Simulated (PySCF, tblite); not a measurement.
**C5H4F2: dynamics, then NMR shifts and electronic excitations on frames, part 1 of 2**

Aim: move C5H4F2 (`C=C1C=C1C(F)F`) away from its starting geometry and see how NMR shifts and electronic excitations follow the geometry.

Computed with tblite 0.8.0 and PySCF 2.14.0, with density-fitted response routines of our own, on a single molecule in the gas phase. Atoms are numbered from 0 throughout.

**1. Starting geometry**

11 atoms, charge 0, multiplicity 1; geometry from: GFN2-xTB.

Bonds of the start (Å): C0–C1 1.31, C1–C2 1.45, C2–C3 1.33, C3–C4 1.47, C4–F5 1.36, C4–F6 1.36, C3–C1 1.46, C0–H7 1.08, C0–H8 1.08, C2–H9 1.06, C4–H10 1.11.

**2. A short Langevin run with GFN2-xTB**

Job settings and geometry (Å):

```
{"job": {"kind": "md", "xc": "GFN2-xTB", "basis": "xTB", "temperature": 300, "steps": 2000, "every": 50, "frames": 5}, "charge": 0, "multiplicity": 1}
C     -2.121413    -0.401133     0.284612
C     -0.997892     0.208801     0.012105
C     -0.206218     1.351779    -0.405152
C      0.455099     0.244793    -0.095088
C      1.742266    -0.450937     0.054938
F      2.783607     0.339488    -0.312216
F      1.803674    -1.553808    -0.734821
H     -2.140569    -1.425479     0.612337
H     -3.066616     0.102121     0.181640
H     -0.164674     2.366248    -0.719990
H      1.918161    -0.779202     1.095671
```

Method: GFN2-xTB Langevin dynamics, gas phase.

The run is started by

```
> OMP_NUM_THREADS=1 python probes_run.py task.json out
```

This one command runs all jobs of the session in turn.

What it wrote:

```text
t/fs     T/K      E/eV
    0.0   263.2   -600.70525
   25.0   192.3   -600.47421
   50.0   196.7   -600.44765
   75.0   132.2   -600.38084
  100.0   239.5   -600.49221
  125.0   203.9   -600.41707
  150.0   349.5   -600.49217
  175.0   257.1   -600.49218
  200.0   270.6   -600.45740
  225.0   248.9   -600.38652
  250.0   368.7   -600.47624
  275.0   196.8   -600.20555
  300.0   309.5   -600.23887
  325.0   500.9   -600.48636
  350.0   268.1   -600.26159
  375.0   460.2   -600.47740
  400.0   295.9   -600.20582
  425.0   369.4   -600.42183
  450.0   307.9   -600.28707
  475.0   401.6   -600.36547
  500.0   187.5   -600.16270
  525.0   400.1   -600.45711
  550.0   338.0   -600.36439
  575.0   234.4   -600.13016
  600.0   359.4   -600.30524
  625.0   377.7   -600.27606
  650.0   410.2   -600.30161
  675.0   324.1   -600.41036
  700.0   186.3   -600.32025
  725.0   222.5   -600.45317
  750.0   392.3   -600.42544
  775.0   491.2   -600.45066
  800.0   425.2   -600.35834
  825.0   269.7   -600.20169
  850.0   337.1   -600.34001
  875.0   471.0   -600.48625
  900.0   227.0   -600.41330
  925.0   359.8   -600.52234
  950.0   225.4   -600.34264
  975.0   303.0   -600.41588
 1000.0   229.4   -600.42088
```

It took 6 s on 1 thread of Arm Neoverse V2, shared host; peak memory 0.18 GiB.

Distance from the start (root mean square after alignment): 0 fs 0.00 Å, 200 fs 0.23 Å, 400 fs 0.56 Å, 600 fs 0.82 Å, 800 fs 0.20 Å, 1000 fs 0.19 Å.

Positions (Å) and forces (eV/Å) at 1000 fs:

```xyz
11

C    -2.287   -1.148    0.202   -0.007    0.205   -0.737
C    -1.150   -0.831   -0.388   -1.062   -1.197   -0.017
C    -0.218   -1.149   -1.467   -0.169    0.240   -0.017
C     0.244   -0.492   -0.414    0.846   -0.070    0.062
C     1.471    0.125    0.084    1.414   -0.107   -0.442
F     2.430    0.126   -0.956   -1.048    0.483    0.664
F     2.158   -0.537    1.051   -0.591   -0.226    0.210
H    -2.425   -0.829    1.214   -0.442    0.079    0.136
H    -3.128   -1.605   -0.366    0.951    0.403    0.711
H     0.020   -1.593   -2.395   -0.087   -0.052   -0.292
H     1.297    1.137    0.475    0.195    0.242   -0.278
```

**3. Nuclear shieldings: 250 fs, PBE0/pcSseg-1**

Job settings and geometry (Å):

```
{"job": {"kind": "nmr", "xc": "PBE0", "basis": "pcSseg-1", "pop": false}, "charge": 0, "multiplicity": 1}
C     -2.198400    -1.513900     0.199500
C     -1.283200    -0.565400     0.006100
C     -0.768100     0.691400    -0.438900
C      0.121800    -0.157600     0.086100
C      1.549600    -0.447300     0.295900
F      2.286100     0.325800    -0.626900
F      1.910300    -1.762600     0.025300
H     -1.970300    -2.464100     0.629100
H     -3.217000    -1.251500     0.061300
H     -0.898600     1.730700    -0.766400
H      1.821700    -0.281400     1.326700
```

Method: GIAO PBE0/pcSseg-1 NMR shielding, non-relativistic, gas phase.

What it wrote:

```text
coarse grid: 10088 points
cycle   1  E = -391.8510375426  dE =  1.154e+00  |g| = 7.812e-01  |ddm| = 3.144e+00
cycle   2  E = -391.6739266459  dE =  1.771e-01  |g| = 1.272e+00  |ddm| = 1.521e+00
cycle   3  E = -391.9682845222  dE = -2.944e-01  |g| = 1.305e-01  |ddm| = 9.973e-01
cycle   4  E = -391.9713798571  dE = -3.095e-03  |g| = 7.040e-02  |ddm| = 1.792e-01
cycle   5  E = -391.9725263457  dE = -1.146e-03  |g| = 1.863e-02  |ddm| = 7.179e-02
cycle   6  E = -391.9726050760  dE = -7.873e-05  |g| = 3.675e-03  |ddm| = 2.140e-02
cycle   7  E = -391.9726078779  dE = -2.802e-06  |g| = 1.734e-03  |ddm| = 4.791e-03
final grid: 100736 points
cycle   8  E = -392.0292414338  dE = -3.410e-05  |g| = 7.314e-03  |ddm| = 2.942e-02
cycle   9  E = -392.0292323672  dE =  9.067e-06  |g| = 1.018e-02  |ddm| = 1.646e-02
cycle  10  E = -392.0292539350  dE = -2.157e-05  |g| = 1.315e-03  |ddm| = 9.315e-03
cycle  11  E = -392.0292542900  dE = -3.550e-07  |g| = 3.173e-04  |ddm| = 1.226e-03
cycle  12  E = -392.0292543123  dE = -2.232e-08  |g| = 1.436e-04  |ddm| = 4.194e-04
cycle  13  E = -392.0292543170  dE = -4.678e-09  |g| = 2.322e-05  |ddm| = 1.472e-04
cycle  14  E = -392.0292543171  dE = -6.207e-11  |g| = 1.709e-05  |ddm| = 3.563e-05
converged SCF energy = -392.0292543171

GIAO shielding tensors (ppm)
atom      isotropic    diamagn.    paramagn.     s11        s22        s33       span
  0 C      119.756     256.134    -136.378     44.899    133.297    181.072    136.172
  1 C       58.176     259.574    -201.398    -59.012     45.092    188.449    247.461
  2 C       41.674     251.872    -210.197    -72.881     18.129    179.775    252.656
  3 C       27.750     257.013    -229.263    -89.048      0.849    171.450    260.497
  4 C       59.991     236.235    -176.244     32.493     52.206     95.275     62.782
  5 F      280.318     472.570    -192.253    144.560    338.681    357.711    213.150
  6 F      291.229     470.684    -179.455    152.510    335.553    385.624    233.114
  7 H       27.492      31.114      -3.623     24.701     26.731     31.042      6.341
  8 H       27.888      29.096      -1.208     25.049     26.670     31.944      6.895
  9 H       22.962      31.191      -8.229     20.502     23.675     24.710      4.208
 10 H       24.570      26.704      -2.135     22.260     24.762     26.686      4.426
```

Run time: 8.6 s. Hardware: 1 thread of Arm Neoverse V2, shared host; peak memory 0.66 GiB.

Shifts follow as δ = σ(reference) − σ, with reference shieldings (ppm) from runs at the same level and on the same kind of geometry: ¹H TMS 31.72, ¹³C TMS 186.9, ¹⁹F CFCl3 170.9. The references are single molecules in the gas phase, so shifts against H2O, NH3, PH3, H3PO4 or CFCl3 are not on the usual liquid scales and can be off by tens of ppm. Each atom is listed at this fixed geometry, with no averaging over motion; a spectrum would average atoms that exchange fast.

```csv
atoms,environment,σ (ppm),δ (ppm)
C3,fully substituted alkene carbon,27.8,159.2
C2,alkene CH,41.7,145.3
C1,fully substituted alkene carbon,58.2,128.7
C4,allylic sp3 CH bonded to 2 F,60.0,126.9
C0,terminal =CH2 carbon,119.8,67.2
H9,hydrogen on an alkene CH,22.96,8.75
H10,hydrogen on an allylic sp3 CH bonded to 2 F,24.57,7.15
H7,hydrogen on a terminal =CH2 carbon,27.49,4.23
H8,hydrogen on a terminal =CH2 carbon,27.89,3.83
F5,fluorine of a CF2 group,280.3,-109.4
F6,fluorine of a CF2 group,291.2,-120.3
```

Ring of atoms C1, C2, C3: NICS(0) -23.3, NICS(1) -7.5, NICS(1)zz -10.3 ppm (means of both faces).

In rings of three or four atoms NICS is ruled by the nearby σ bonds, so it says little on aromaticity.

**4. Excited states and response: 250 fs, PBE0/def2-SVPD**

Settings changed since step 3:

```diff
@@ -1,2 +1,2 @@
-{"job": {"kind": "nmr", "xc": "PBE0", "basis": "pcSseg-1", "pop": false}, "charge": 0, "multiplicity": 1}
+{"job": {"kind": "uv", "xc": "PBE0", "basis": "def2-SVPD", "nstates": 5, "ntriplets": 0}, "charge": 0, "multiplicity": 1}
 C     -2.198400    -1.513900     0.199500
```

Level: TDDFT PBE0/def2-SVPD, vertical, gas phase, core orbitals frozen in the response.

What it wrote:

```text
coarse grid: 10088 points
cycle   1  E = -391.6279878587  dE =  1.095e+00  |g| = 7.313e-01  |ddm| = 5.162e+00
cycle   2  E = -391.4597832629  dE =  1.682e-01  |g| = 1.193e+00  |ddm| = 2.182e+00
cycle   3  E = -391.7376400879  dE = -2.779e-01  |g| = 1.261e-01  |ddm| = 1.372e+00
cycle   4  E = -391.7406329087  dE = -2.993e-03  |g| = 6.509e-02  |ddm| = 2.805e-01
cycle   5  E = -391.7416227948  dE = -9.899e-04  |g| = 1.852e-02  |ddm| = 1.121e-01
cycle   6  E = -391.7417027021  dE = -7.991e-05  |g| = 3.437e-03  |ddm| = 3.340e-02
cycle   7  E = -391.7417052974  dE = -2.595e-06  |g| = 1.596e-03  |ddm| = 6.572e-03
final grid: 100736 points
cycle   8  E = -391.7989777439  dE = -2.656e-05  |g| = 7.478e-03  |ddm| = 7.756e-02
cycle   9  E = -391.7989678361  dE =  9.908e-06  |g| = 1.045e-02  |ddm| = 2.456e-02
cycle  10  E = -391.7989906987  dE = -2.286e-05  |g| = 1.241e-03  |ddm| = 1.260e-02
cycle  11  E = -391.7989910320  dE = -3.333e-07  |g| = 2.789e-04  |ddm| = 1.787e-03
cycle  12  E = -391.7989910491  dE = -1.703e-08  |g| = 1.342e-04  |ddm| = 5.697e-04
cycle  13  E = -391.7989910535  dE = -4.490e-09  |g| = 2.400e-05  |ddm| = 2.173e-04
cycle  14  E = -391.7989910536  dE = -6.492e-11  |g| = 1.812e-05  |ddm| = 6.115e-05
converged SCF energy = -391.7989910536

Static polarisability (au): isotropic 61.659, principal 42.052 60.798 82.126

Singlet excitations
state   eV       nm        f      main configurations
  1   3.8746    320.0   0.02417   H->L 0.99
  2   5.9162    209.6   0.00045   H-1->L 0.90
  3   5.9678    207.8   0.01620   H->L+1 0.77, H->L+2 0.10
  4   6.0753    204.1   0.00248   H->L+2 0.73, H->L+1 0.14
  5   6.8530    180.9   0.06020   H->L+5 0.74, H->L+3 0.15
```

It took 14 s on 1 thread of Arm Neoverse V2, shared host; peak memory 0.76 GiB.

The orbitals next to the gap, with their largest atomic shares:

```csv
orbital,eV,atoms
HOMO−3,-11.25,"C2 24 %, C1 21 %, C3 20 %"
HOMO−2,-10.67,"F6 22 %, C3 20 %, C2 17 %"
HOMO−1,-9.19,"C1 24 %, C3 20 %, C0 15 %"
HOMO,-6.47,"C0 40 %, C1 26 %, C3 12 %"
LUMO,-1.48,"C2 36 %, C3 34 %, C4 8 %"
LUMO+1,0.65,"C4 21 %, C2 14 %, C3 13 %"
LUMO+2,0.70,"C2 15 %, C4 15 %, H9 14 %"
```

With each of the 5 states as a Gaussian band of 0.4 eV half-width at 1/e, the curve within the window shown has maxima at 320 nm (ε 980), 206 nm (ε 790), 181 nm (ε 2,400) L/(mol cm). Beyond the last state computed it falls off for lack of states. The curve at chosen wavelengths:

nm, ε (L/mol/cm) and a bar:
```
      173       1389 #################
      181       2442 ##############################
      189       1471 ##################
      198        742 #########
      206        792 ##########
      214        609 #######
      222        282 ###
      230         85 #
      239         15 
      247          3 
      255          3 
      263         13 
      271         48 #
      280        150 ##
      288        316 ####
      296        538 #######
      304        763 #########
      312        925 ###########
      321        977 ############
      329        908 ###########
      337        764 #########
      345        591 #######
      353        424 #####
      362        272 ###
      370        173 ##
      378        105 #
```

Further results of this job:

```csv
property,computed
dipole moment (D),2.46
polarisability (Å³),9.14
HOMO–LUMO gap (eV),4.99
−ε(HOMO) (eV),6.47
```

**5. Shielding tensors: 425 fs, PBE0/pcSseg-1**

Job settings and geometry (Å):

```
{"job": {"kind": "nmr", "xc": "PBE0", "basis": "pcSseg-1", "pop": false}, "charge": 0, "multiplicity": 1}
C     -2.050700    -1.693200     0.205600
C     -1.034600    -0.907100    -0.043100
C     -0.447800     0.332700    -0.452900
C      0.348400    -0.494700     0.187600
C      1.770700    -0.657300     0.497100
F      2.484100    -0.714000    -0.722700
F      2.111100    -1.753400     1.234200
H     -1.937000    -2.689600     0.631000
H     -3.019600    -1.471200    -0.233800
H     -0.750300     1.277500    -0.828000
H      2.181100     0.144400     1.044600
```

With the program's defaults for keys left out, this is: GIAO PBE0/pcSseg-1 NMR shielding, non-relativistic, gas phase.

What it wrote:

```text
coarse grid: 10088 points
cycle   1  E = -391.8554123746  dE =  1.257e+00  |g| = 7.649e-01  |ddm| = 3.183e+00
cycle   2  E = -391.6988377124  dE =  1.566e-01  |g| = 1.217e+00  |ddm| = 1.609e+00
cycle   3  E = -391.9661403466  dE = -2.673e-01  |g| = 1.194e-01  |ddm| = 1.076e+00
cycle   4  E = -391.9686689769  dE = -2.529e-03  |g| = 6.659e-02  |ddm| = 1.699e-01
cycle   5  E = -391.9696927501  dE = -1.024e-03  |g| = 1.676e-02  |ddm| = 6.797e-02
cycle   6  E = -391.9697553277  dE = -6.258e-05  |g| = 3.053e-03  |ddm| = 1.979e-02
cycle   7  E = -391.9697573298  dE = -2.002e-06  |g| = 1.404e-03  |ddm| = 4.698e-03
final grid: 100736 points
cycle   8  E = -392.0264501971  dE = -3.400e-05  |g| = 7.156e-03  |ddm| = 3.010e-02
cycle   9  E = -392.0264428130  dE =  7.384e-06  |g| = 9.752e-03  |ddm| = 1.703e-02
cycle  10  E = -392.0264619296  dE = -1.912e-05  |g| = 1.219e-03  |ddm| = 9.472e-03
cycle  11  E = -392.0264622266  dE = -2.970e-07  |g| = 2.906e-04  |ddm| = 1.224e-03
cycle  12  E = -392.0264622442  dE = -1.764e-08  |g| = 1.378e-04  |ddm| = 3.959e-04
cycle  13  E = -392.0264622486  dE = -4.373e-09  |g| = 2.613e-05  |ddm| = 1.505e-04
cycle  14  E = -392.0264622487  dE = -1.089e-10  |g| = 1.458e-05  |ddm| = 3.393e-05
converged SCF energy = -392.0264622487

GIAO shielding tensors (ppm)
atom      isotropic    diamagn.    paramagn.     s11        s22        s33       span
  0 C      118.591     255.719    -137.128     48.185    129.413    178.175    129.989
  1 C       63.102     258.539    -195.437    -52.962     40.499    201.768    254.730
  2 C       42.355     250.331    -207.976    -58.153     -4.068    189.287    247.440
  3 C       40.411     258.425    -218.014    -66.810     16.390    171.653    238.463
  4 C       66.571     236.766    -170.196     39.218     67.962     92.531     53.313
  5 F      266.807     471.682    -204.874    114.387    336.103    349.932    235.545
  6 F      317.774     469.550    -151.776    200.717    345.035    407.571    206.854
  7 H       27.197      29.322      -2.125     24.030     26.557     31.004      6.974
  8 H       27.352      29.196      -1.844     24.453     26.623     30.980      6.526
  9 H       23.411      32.013      -8.602     20.996     24.307     24.932      3.936
 10 H       25.226      28.120      -2.894     22.446     25.342     27.890      5.444
```

Wall time 8 s (1 thread of Arm Neoverse V2, shared host); peak memory 0.72 GiB.

This run: δ C3 146.5, C2 144.6, C1 123.8, C4 120.4, H9 8.31, H10 6.49 ppm.

**6. TDDFT and polarisability: 425 fs, PBE0/def2-SVPD**

Settings changed since step 5:

```diff
@@ -1,2 +1,2 @@
-{"job": {"kind": "nmr", "xc": "PBE0", "basis": "pcSseg-1", "pop": false}, "charge": 0, "multiplicity": 1}
+{"job": {"kind": "uv", "xc": "PBE0", "basis": "def2-SVPD", "nstates": 5, "ntriplets": 0}, "charge": 0, "multiplicity": 1}
 C     -2.050700    -1.693200     0.205600
```

With the program's defaults for keys left out, this is: TDDFT PBE0/def2-SVPD, vertical, gas phase, core orbitals frozen in the response.

What it wrote:

```text
coarse grid: 10088 points
cycle   1  E = -391.6315482875  dE =  1.198e+00  |g| = 7.145e-01  |ddm| = 5.694e+00
cycle   2  E = -391.4828709737  dE =  1.487e-01  |g| = 1.140e+00  |ddm| = 2.217e+00
cycle   3  E = -391.7346875259  dE = -2.518e-01  |g| = 1.153e-01  |ddm| = 1.394e+00
cycle   4  E = -391.7371347451  dE = -2.447e-03  |g| = 6.160e-02  |ddm| = 2.735e-01
cycle   5  E = -391.7380202559  dE = -8.855e-04  |g| = 1.664e-02  |ddm| = 1.131e-01
cycle   6  E = -391.7380835556  dE = -6.330e-05  |g| = 2.928e-03  |ddm| = 3.328e-02
cycle   7  E = -391.7380855324  dE = -1.977e-06  |g| = 1.293e-03  |ddm| = 6.230e-03
final grid: 100736 points
cycle   8  E = -391.7954233981  dE = -2.642e-05  |g| = 7.343e-03  |ddm| = 8.010e-02
cycle   9  E = -391.7954148754  dE =  8.523e-06  |g| = 1.011e-02  |ddm| = 2.606e-02
cycle  10  E = -391.7954356176  dE = -2.074e-05  |g| = 1.151e-03  |ddm| = 1.277e-02
cycle  11  E = -391.7954358989  dE = -2.813e-07  |g| = 2.499e-04  |ddm| = 1.743e-03
cycle  12  E = -391.7954359115  dE = -1.261e-08  |g| = 1.268e-04  |ddm| = 5.603e-04
cycle  13  E = -391.7954359155  dE = -3.986e-09  |g| = 2.489e-05  |ddm| = 2.161e-04
cycle  14  E = -391.7954359156  dE = -9.402e-11  |g| = 1.554e-05  |ddm| = 6.023e-05
converged SCF energy = -391.7954359156

Static polarisability (au): isotropic 60.894, principal 41.979 58.227 82.477

Singlet excitations
state   eV       nm        f      main configurations
  1   3.9348    315.1   0.02675   H->L 0.98
  2   5.6344    220.0   0.00016   H-1->L 0.98
  3   6.0762    204.0   0.00335   H->L+1 0.95
  4   6.5245    190.0   0.00960   H->L+3 0.64, H->L+2 0.30
  5   6.9274    179.0   0.06827   H->L+4 0.78, H->L+3 0.13
```

It took 13 s on 1 thread of Arm Neoverse V2, shared host; peak memory 0.76 GiB.

This run: HOMO -6.61 eV, LUMO -1.56 eV; lowest singlet 3.93 eV.

**7. Nuclear shieldings: 625 fs, PBE0/pcSseg-1**

Job settings and geometry (Å):

```
{"job": {"kind": "nmr", "xc": "PBE0", "basis": "pcSseg-1", "pop": false}, "charge": 0, "multiplicity": 1}
C     -1.549300    -1.922700     0.046400
C     -0.535300    -1.098900    -0.181800
C      0.010800     0.056700    -0.869100
C      0.779100    -0.582200     0.004200
C      2.056200    -0.584200     0.819600
F      2.927800    -1.422500     0.094500
F      1.774900    -1.264800     1.997100
H     -1.369300    -2.645400     0.813500
H     -2.341200    -2.098400    -0.621100
H     -0.099300     0.686200    -1.715900
H      2.497100     0.353200     1.063500
```

Level: GIAO PBE0/pcSseg-1 NMR shielding, non-relativistic, gas phase.

What it wrote:

```text
coarse grid: 10088 points
cycle   1  E = -391.8371952975  dE =  1.197e+00  |g| = 7.990e-01  |ddm| = 3.152e+00
cycle   2  E = -391.6568695378  dE =  1.803e-01  |g| = 1.295e+00  |ddm| = 1.518e+00
cycle   3  E = -391.9631442509  dE = -3.063e-01  |g| = 1.061e-01  |ddm| = 9.775e-01
cycle   4  E = -391.9648080412  dE = -1.664e-03  |g| = 6.983e-02  |ddm| = 1.660e-01
cycle   5  E = -391.9659226031  dE = -1.115e-03  |g| = 1.908e-02  |ddm| = 7.103e-02
cycle   6  E = -391.9660036543  dE = -8.105e-05  |g| = 3.256e-03  |ddm| = 2.052e-02
cycle   7  E = -391.9660059620  dE = -2.308e-06  |g| = 1.371e-03  |ddm| = 4.541e-03
final grid: 100736 points
cycle   8  E = -392.0226561218  dE = -3.431e-05  |g| = 7.493e-03  |ddm| = 3.139e-02
cycle   9  E = -392.0226486471  dE =  7.475e-06  |g| = 1.017e-02  |ddm| = 1.583e-02
cycle  10  E = -392.0226687806  dE = -2.013e-05  |g| = 1.280e-03  |ddm| = 8.358e-03
cycle  11  E = -392.0226691012  dE = -3.207e-07  |g| = 3.032e-04  |ddm| = 1.168e-03
cycle  12  E = -392.0226691206  dE = -1.934e-08  |g| = 1.456e-04  |ddm| = 4.059e-04
cycle  13  E = -392.0226691256  dE = -5.018e-09  |g| = 2.632e-05  |ddm| = 1.548e-04
cycle  14  E = -392.0226691257  dE = -1.157e-10  |g| = 1.394e-05  |ddm| = 3.351e-05
converged SCF energy = -392.0226691257

GIAO shielding tensors (ppm)
atom      isotropic    diamagn.    paramagn.     s11        s22        s33       span
  0 C      122.377     255.818    -133.441     48.338    133.989    184.805    136.467
  1 C       59.554     257.633    -198.078    -61.831     39.269    201.226    263.057
  2 C       39.526     249.155    -209.629    -60.057    -13.568    192.203    252.260
  3 C       38.550     258.020    -219.470    -71.725     28.105    159.270    230.995
  4 C       62.665     241.819    -179.154     36.401     67.000     84.592     48.192
  5 F      277.890     468.544    -190.654    143.837    336.497    353.335    209.499
  6 F      289.135     471.705    -182.570    167.098    345.579    354.727    187.629
  7 H       27.785      29.993      -2.208     24.126     27.257     31.971      7.845
  8 H       27.892      30.680      -2.788     25.547     26.834     31.297      5.750
  9 H       23.424      32.036      -8.612     20.870     24.201     25.202      4.333
 10 H       25.071      27.954      -2.883     22.891     24.408     27.915      5.024
```

Run time: 8.4 s. Hardware: 1 thread of Arm Neoverse V2, shared host; peak memory 0.72 GiB.

This run: δ C3 148.4, C2 147.4, C1 127.4, C4 124.3, H9 8.29, H10 6.65 ppm.

**8. TDDFT and polarisability: 625 fs, PBE0/def2-SVPD**

Settings changed since step 7:

```diff
@@ -1,2 +1,2 @@
-{"job": {"kind": "nmr", "xc": "PBE0", "basis": "pcSseg-1", "pop": false}, "charge": 0, "multiplicity": 1}
+{"job": {"kind": "uv", "xc": "PBE0", "basis": "def2-SVPD", "nstates": 5, "ntriplets": 0}, "charge": 0, "multiplicity": 1}
 C     -1.549300    -1.922700     0.046400
```

Method: TDDFT PBE0/def2-SVPD, vertical, gas phase, core orbitals frozen in the response.

What it wrote:

```text
coarse grid: 10088 points
cycle   1  E = -391.6141030986  dE =  1.137e+00  |g| = 7.486e-01  |ddm| = 5.382e+00
cycle   2  E = -391.4418196241  dE =  1.723e-01  |g| = 1.217e+00  |ddm| = 2.439e+00
cycle   3  E = -391.7319283480  dE = -2.901e-01  |g| = 1.030e-01  |ddm| = 1.537e+00
cycle   4  E = -391.7335776853  dE = -1.649e-03  |g| = 6.482e-02  |ddm| = 2.615e-01
cycle   5  E = -391.7345483054  dE = -9.706e-04  |g| = 1.881e-02  |ddm| = 1.123e-01
cycle   6  E = -391.7346292509  dE = -8.095e-05  |g| = 3.094e-03  |ddm| = 3.365e-02
cycle   7  E = -391.7346314901  dE = -2.239e-06  |g| = 1.245e-03  |ddm| = 6.915e-03
final grid: 100736 points
cycle   8  E = -391.7917885008  dE = -2.678e-05  |g| = 7.638e-03  |ddm| = 8.390e-02
cycle   9  E = -391.7917798131  dE =  8.688e-06  |g| = 1.050e-02  |ddm| = 2.491e-02
cycle  10  E = -391.7918016194  dE = -2.181e-05  |g| = 1.202e-03  |ddm| = 1.205e-02
cycle  11  E = -391.7918019217  dE = -3.023e-07  |g| = 2.569e-04  |ddm| = 1.790e-03
cycle  12  E = -391.7918019351  dE = -1.346e-08  |g| = 1.333e-04  |ddm| = 5.887e-04
cycle  13  E = -391.7918019396  dE = -4.492e-09  |g| = 2.574e-05  |ddm| = 2.296e-04
cycle  14  E = -391.7918019397  dE = -1.089e-10  |g| = 1.479e-05  |ddm| = 6.132e-05
converged SCF energy = -391.7918019397

Static polarisability (au): isotropic 60.920, principal 43.171 60.184 79.406

Singlet excitations
state   eV       nm        f      main configurations
  1   3.7124    334.0   0.01974   H->L 0.99
  2   5.6631    218.9   0.00076   H-1->L 0.98
  3   5.9470    208.5   0.01127   H->L+1 0.88
  4   6.3167    196.3   0.02818   H->L+3 0.57, H->L+2 0.38
  5   6.6473    186.5   0.13193   H->L+4 0.51, H->L+3 0.20, H->L+2 0.14
```

It took 14 s on 1 thread of Arm Neoverse V2, shared host; peak memory 0.76 GiB.

This run: HOMO -6.37 eV, LUMO -1.52 eV; lowest singlet 3.71 eV.

(Continued in part 2 of 2.)
